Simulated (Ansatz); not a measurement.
# two structures of In3Sb: a comparison of enthalpies under pressure

Computed with Ansatz 0.2.0 through its Python package.

The script, `transition_in3sb.py`:
```python
"""Pressure at which two phases of In3Sb cross."""

import warnings

import ansatz as az
import numpy as np

CUTOFF = 460
KSPACING = 0.36
OCCUPATIONS = "gaussian"
WIDTH_EV = 0.02


def fe3al(a_site, b_site, a):
    return (
        az.Lattice.fcc(a)
        .space_group(225)
        .atom(a_site, (0, 0, 0))
        .atom(b_site, (0.5, 0.5, 0.5))
        .atom(b_site, (0.25, 0.25, 0.25))
        .primitive()
    )


def cu3au(a_site, b_site, a):
    return (
        az.Lattice.cubic(a)
        .space_group(221)
        .atom(a_site, (0, 0, 0))
        .atom(b_site, (0, 0.5, 0.5))
    )


def solve(name, crystal, pressure=0.0):
    calc = (
        crystal.calculation()
        .functional(az.Functional.LDA)
        .basis(CUTOFF)
        .kpoints(spacing=KSPACING)
        .occupations(OCCUPATIONS, width=WIDTH_EV)
    )
    calc = calc.relax(force_tolerance=0.03, cell=True, pressure=pressure)
    return calc.run()


def volume_per_atom(outcome):
    return abs(np.linalg.det(outcome.lattice.cell_ang)) / len(outcome.lattice.sites)

warnings.simplefilter("ignore", az.DeckWarning)

phases = {}
phases["Fe3Al"] = fe3al("Sb", "In", 7.68)
phases["Cu3Au"] = cu3au("Sb", "In", 4.84)

# H = E + PV, with 1 eV per cubic angstrom equal to 160.2 GPa
pressures = [0, 20, 40, 60]
enthalpy, volume = {name: [] for name in phases}, {name: [] for name in phases}
for p in pressures:
    for name, crystal in phases.items():
        o = solve(name, crystal, pressure=p)
        volume[name].append(volume_per_atom(o))
        enthalpy[name].append(o.report["energy_sigma0_ev"] / len(o.lattice.sites) + p * volume[name][-1] / 160.21766)
gap = np.array(enthalpy["Cu3Au"]) - np.array(enthalpy["Fe3Al"])
rows = [(p, va, vb, 1000 * d) for p, va, vb, d in zip(pressures, volume["Fe3Al"], volume["Cu3Au"], gap)]
print("   P (GPa)  V Fe3Al (A^3/atom)  V Cu3Au (A^3/atom)  H(Cu3Au) - H(Fe3Al) (meV/atom)")
for row in rows:
    print(f"{row[0]:10d}  {row[1]:18.3f}  {row[2]:18.3f}  {row[3]:+30.1f}")
crossings = [p0 - g0 * (p1 - p0) / (g1 - g0) for p0, p1, g0, g1 in zip(pressures, pressures[1:], gap, gap[1:]) if g0 * g1 < 0]
print("crossing near", [round(float(p), 1) for p in crossings], "GPa") if crossings else print("no crossing in this range")
```

```console
$ python transition_in3sb.py
   P (GPa)  V Fe3Al (A^3/atom)  V Cu3Au (A^3/atom)  H(Cu3Au) - H(Fe3Al) (meV/atom)
         0              25.540              24.784                           -43.7
        20              20.473              20.147                           -99.8
        40              18.315              18.055                          -136.2
        60              16.941              16.719                          -164.9
no crossing in this range
```

What to keep in mind:
- At a fixed pressure a relaxation lowers the enthalpy F + PV, while F alone can rise.
- Only these two structures are compared, at zero temperature and with their symmetry kept; either may be hypothetical, and another phase may be lower than both. Differences under about 40 meV an atom lie within the error of mesh and functional.
- The cells are prototypes set up for this calculation and needn't exist.
- Hardware and time: 74 s on 1 thread of AMD EPYC 7B13 (Zen 3) (shared host), peak memory 0.47 GiB.

(Lines on the test bed's own set-up are left out of the output.)
